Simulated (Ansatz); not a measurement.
# Al3Ga2As5: the cost of one run

Method: DFT PBE, scalar-relativistic, plane waves, PAW, in Ansatz 0.2.0.

1 further run of the same task is left out (it didn't finish).

## 1. The structure to begin with

The structure is tetragonal, space group I-4m2 (No. 119). The conventional cell has a = 3.860 Å, b = 3.860 Å, c = 27.293 Å, α = 90.00°, β = 90.00°, γ = 90.00°. Al (site symmetry -4m2) is surrounded by 4 As at 2.36 Å. Around Al (site symmetry 2mm) lie 4 As at 2.36 Å. Around Ga (site symmetry 2mm) lie 4 As at 2.36 Å. As (site symmetry 2mm) has 2 Ga at 2.36 Å and 2 Al at 2.36 Å as nearest neighbours. As (site symmetry -4m2) is surrounded by 4 Ga at 2.36 Å. Around As (site symmetry 2mm) lie 4 Al at 2.36 Å.

Coordinates:

```cif
data_structure
_symmetry_space_group_name_H-M 'I-4m2'
_symmetry_Int_Tables_number 119
_cell_length_a 3.8598
_cell_length_b 3.8598
_cell_length_c 27.2930
_cell_angle_alpha 90.000
_cell_angle_beta 90.000
_cell_angle_gamma 90.000
_cell_volume 406.62
loop_
_atom_site_label
_atom_site_type_symbol
_atom_site_symmetry_multiplicity
_atom_site_Wyckoff_symbol
_atom_site_fract_x
_atom_site_fract_y
_atom_site_fract_z
_atom_site_occupancy
Al1 Al 2 a 0.00000 0.00000 0.00000 1
Al2 Al 4 e 0.50000 0.50000 0.10000 1
Ga1 Ga 4 e 0.00000 0.00000 0.20000 1
As1 As 4 f 0.00000 0.50000 0.15000 1
As2 As 2 d 0.50000 0.00000 0.25000 1
As3 As 4 f 0.50000 0.00000 0.45000 1
```

The start is an ordering of an alloy on its end members' structure types: elements ordered on the sites of the AlAs type, Al/Ga on Al (I-4m2, No. 119).

## 2. The guess as it stands, on a coarse mesh

Contents of input.yaml:

```yaml
crystal:
  lattice:
    - [-1.92990834, 1.92990834, 13.64651273]
    - [1.92990834, -1.92990834, 13.64651273]
    - [1.92990834, 1.92990834, -13.64651273]
  atoms:
    - { symbol: Al, position: [0.0, 0.0, 0.0] }
    - { symbol: Al, position: [0.6, 0.6, 0.0] }
    - { symbol: Al, position: [0.4, 0.4, 0.0] }
    - { symbol: Ga, position: [0.2, 0.2, 0.0] }
    - { symbol: Ga, position: [0.8, 0.8, 0.0] }
    - { symbol: As, position: [0.65, 0.15, 0.5] }
    - { symbol: As, position: [0.25, 0.75, 0.5] }
    - { symbol: As, position: [0.85, 0.35, 0.5] }
    - { symbol: As, position: [0.45, 0.95, 0.5] }
    - { symbol: As, position: [0.05, 0.55, 0.5] }
basis:
  ecutwfc: 420
kpoints:
  mp_grid: { grid: [6, 6, 6] }
hamiltonian:
  xc: pbe
scf:
  occupations: { method: gaussian, width: 0.1 }
  lower_state_search: "off"
output:
  forces: true
  stress: true
  eigenvalues: true
```

Run with:

```bash
$ ansatz run input.yaml --threads 4 --pin off --max-ram 8192MiB --backend cpu --events-out ev --progress --plain --runs-dir out
```

**Question.** How long does this run take on 4 threads of Intel Xeon Platinum 8259CL at 2.50GHz (Skylake/Cascade Lake), shared host, and how much memory does it need?

About 7.9 s, with a peak of 0.77 GiB.
